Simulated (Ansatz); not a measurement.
# C2H4BrN: the cost of one run

Program: Ansatz 0.2.0, Gaussian basis. Level of theory: the settings change from run to run. These are calculated values, not measurements.

### Step 1. The relaxed structure

The structure was relaxed beforehand with PBE0-D4 in a triple-zeta def2 set.

SMILES `C/N=C/Br`, 8 atoms, charge 0, spin multiplicity 1.

Atoms are counted from 1 here; the program's logs count them from 0.

Bond lengths: C1–N2 1.443 Å, C1–H5 1.092 Å, C1–H6 1.092 Å, C1–H7 1.098 Å, N2–C3 1.242 Å, C3–Br4 1.895 Å, C3–H8 1.093 Å. Angles: N2–C1–H5 108.7°, N2–C1–H6 108.7°, N2–C1–H7 113.9°, H5–C1–H6 107.1°, H5–C1–H7 109.1°, H6–C1–H7 109.1°, C1–N2–C3 118.2°, N2–C3–Br4 121.6°, N2–C3–H8 126.9°, Br4–C3–H8 111.5°.

### Step 2. r2SCANh/ANO-RCC-VTZP

This run has finite nuclei, D4 dispersion, high accuracy, the search for lower states set to light.

Input file in.yaml:

```yaml
crystal:
  periodic: [false, false, false]
  atoms:
    - {symbol: C, position_ang: [-0.431301, 0.892465, 0.480157]}
    - {symbol: N, position_ang: [-0.227432, -0.533852, 0.406963]}
    - {symbol: C, position_ang: [0.476261, -0.978669, -0.514099]}
    - {symbol: Br, position_ang: [0.807471, -2.834821, -0.701921]}
    - {symbol: H, position_ang: [-1.503577, 1.096028, 0.434551]}
    - {symbol: H, position_ang: [-0.078532, 1.247522, 1.451124]}
    - {symbol: H, position_ang: [0.075773, 1.455253, -0.314595]}
    - {symbol: H, position_ang: [0.973436, -0.401025, -1.297981]}
basis:
  gaussian: {orbitals: ANO-RCC-VTZP, nuclear_model: gaussian}
hamiltonian: {xc: {name: r2SCANh}, dispersion: d4}
accuracy: high
scf: {lower_state_search: light}
```

The run is started by

```
ansatz run in.yaml --threads 2 --pin off --events-out ev --progress --plain --max-ram 4352MiB
```

What time and memory should one allow on 2 threads of Arm Neoverse V2, shared host?

About 81 s, with a peak of 1.2 GiB.
